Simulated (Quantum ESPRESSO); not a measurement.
Runs of Quantum ESPRESSO 7.5 on Ti3S2. It takes space group R32 (No. 155, trigonal). Conventional cell: a = 5.426 Å, b = 5.426 Å, c = 9.713 Å, α = 90.00°, β = 90.00°, γ = 120.00°. Around Ti (site symmetry 2) lie 4 S at 2.42 to 2.44 Å. S (site symmetry 3) is surrounded by 6 Ti at 2.42 to 2.44 Å. The cell comes from a database or a generator and needn't be the stable form of this composition.

```tsv
U	gap on the mesh (eV)	pressure (GPa)	largest force (eV/Å)
Ti d U = 6.0 eV	none	(a)	0.41
Ti d U = 2.0 eV	none	2.5	0.05
Ti d U = 0.0001 eV	none	(b)	0.05
Ti d U = 4.0 eV	none	5.3	0.05
```

Alike in all rows: task Hubbard U by linear response; level PBE+U; potentials or basis GBRV 1.5 PBE; no spin polarisation; cell as given; k mesh 4 × 4 × 4; cutoff (eV) 612; smearing cold 0.2 eV; the mesh is coarse, so values aren't converged.

Q: Estimate the missing entries.

A: (a) 10.2; (b) 0.2.

Caveats: all runs use coarse meshes; U without spin polarisation on a metal has little footing.

A gap of «none» marks a metal or a gap under the smearing width.
